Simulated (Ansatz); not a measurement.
Predict the output of the script below (Ansatz 0.2.0 through its Python package).

`opt_bgeh9si2.py`:
```python
# -*- coding: utf-8 -*-
"""Minimum-energy structure of BGeH9Si2."""

import ansatz as az
from ase import Atoms
import numpy as np

params = {
    "basis_set": "def2-SVP",
    "xc": "B3LYP",
    "vdw": "d3bj",
}

atoms = Atoms(["B", "Si", "Si", "Ge", "H", "H", "H", "H", "H", "H", "H", "H", "H"], positions=[
    (-0.1955, 2.0042, -0.548),
    (-0.0597, 0.0741, -0.6643),
    (-1.7688, -0.8522, 0.4315),
    (1.924, -0.6123, 0.3037),
    (-0.2869, 2.6498, -1.5325),
    (-0.1869, 2.532, 0.5083),
    (-0.0922, -0.3412, -2.0742),
    (-3.0338, -0.4147, -0.1769),
    (-1.7264, -0.4304, 1.8394),
    (-1.6609, -2.3164, 0.3529),
    (2.0265, -2.1567, 0.2218),
    (3.1148, 0.0324, -0.4503),
    (1.9458, -0.1687, 1.7886),
])
mol = az.Crystal.molecule_from_ase(atoms)

calc = (
    mol.calculation()
    .basis(gaussian=params["basis_set"])
    .functional(params["xc"], dispersion=params["vdw"])
)
symbols = [site.symbol for site in mol.cartesian_sites]
start = np.array([site.position_ang for site in mol.cartesian_sites], dtype=float)
def progress(event):
    if event["event"] == "relax_step":
        row = event["data"]
        print(f"step {row['step']:3d}  E = {row['lagrangian_ev']:.6f} eV  max force {row['allowed_force_max_ev_ang']:.4f} eV/A")


report = calc.relax(force_tolerance=0.005).session().plan().execute(on_event=progress).report
end = np.array(report["positions_ang"])

print(f"E = {report['free_energy_ev']:.6f} eV = {report['free_energy_ev'] / 27.211386246:.7f} Ha")
print("converged:", report["converged"], " doubts:", report["published_state_doubts"] or "none")

print("bond        before    after (A)")
for i, j in [(0, 1), (0, 4), (0, 5), (1, 2), (1, 3), (1, 6), (2, 7), (2, 8), (2, 9), (3, 10), (3, 11), (3, 12)]:
    d0, d1 = (np.linalg.norm(xyz[i] - xyz[j]) for xyz in (start, end))
    print(f"{symbols[i]}{i}-{symbols[j]}{j}".ljust(10), f"{d0:8.4f} {d1:8.4f}")

charges = report["charge_distribution"]
print("dipole moment", round(4.803205 * float(np.linalg.norm(charges["dipole_moment_e_ang"])), 3), "D")
print("Mulliken:", [(s, round(q, 3)) for s, q in zip(symbols, charges["mulliken_charges_e"])])
with open("bgeh9si2_opt.xyz", "w") as handle:
    handle.write(f"{len(symbols)}\nrelaxed BGeH9Si2\n")
    handle.writelines(f"{s:2s} {x:11.6f} {y:11.6f} {z:11.6f}\n" for s, (x, y, z) in zip(symbols, end))
```

Output of `python opt_bgeh9si2.py`:
```text
step   1  E = -73085.627560 eV  max force 0.9550 eV/A
step   2  E = -73085.849157 eV  max force 0.2420 eV/A
step   3  E = -73085.865596 eV  max force 0.1302 eV/A
step   4  E = -73085.867803 eV  max force 0.0931 eV/A
step   5  E = -73085.870047 eV  max force 0.0271 eV/A
step   6  E = -73085.870648 eV  max force 0.0208 eV/A
step   7  E = -73085.870874 eV  max force 0.0159 eV/A
step   8  E = -73085.870971 eV  max force 0.0125 eV/A
step   9  E = -73085.871076 eV  max force 0.0200 eV/A
step  10  E = -73085.871229 eV  max force 0.0168 eV/A
step  11  E = -73085.871318 eV  max force 0.0232 eV/A
step  12  E = -73085.871256 eV  max force 0.0326 eV/A
step  13  E = -73085.871376 eV  max force 0.0022 eV/A
step  14  E = -73085.871383 eV  max force 0.0024 eV/A
step  15  E = -73085.871382 eV  max force 0.0068 eV/A
step  16  E = -73085.871386 eV  max force 0.0010 eV/A
E = -73085.871715 eV = -2685.8562461 Ha
converged: True  doubts: none
bond        before    after (A)
B0-Si1       1.9384   1.9959
B0-H4        1.1808   1.2055
B0-H5        1.1809   1.2068
Si1-Si2      2.2316   2.3560
Si1-Ge3      2.3115   2.4111
Si1-H6       1.4702   1.4952
Si2-H7       1.4703   1.4932
Si2-H8       1.4703   1.4928
Si2-H9       1.4703   1.4930
Ge3-H10      1.5500   1.5441
Ge3-H11      1.5499   1.5439
Ge3-H12      1.5499   1.5434
dipole moment 0.213 D
Mulliken: [('B', -0.006), ('Si', 0.039), ('Si', 0.241), ('Ge', 0.19), ('H', 0.0), ('H', -0.005), ('H', -0.06), ('H', -0.07), ('H', -0.073), ('H', -0.069), ('H', -0.059), ('H', -0.063), ('H', -0.065)]
```

File `bgeh9si2_opt.xyz` afterwards:
```text
13
relaxed BGeH9Si2
B    -0.163641    2.097822   -0.600325
Si   -0.099368    0.111165   -0.781250
Si   -1.822819   -0.909767    0.458884
Ge    1.937306   -0.602574    0.293821
H    -0.102812    2.847809   -1.542117
H    -0.236149    2.575194    0.505678
H    -0.096462   -0.414764   -2.180917
H    -3.170954   -0.531164   -0.059701
H    -1.717200   -0.472864    1.882371
H    -1.689020   -2.395499    0.398255
H     2.054424   -2.140771    0.227348
H     3.184555    0.010282   -0.378733
H     1.922141   -0.174967    1.776685
```

These settings explore the input space; basis and method may be short of convergence. The end point is the stationary point reached from this start; no frequency run checks that it is a minimum, and the basis set is modest. b3lyp holds the VWN-RPA fit, as in Gaussian; the form of ORCA and Turbomole is b3lyp5. It ran for 2.4 min on 1 thread of Arm Neoverse V2, with other jobs on the host, peak memory 0.41 GiB.

(A comment or docstring line of the script was reworded after the run, the code is as it ran; lines on the test bed's own set-up are left out of the output.)
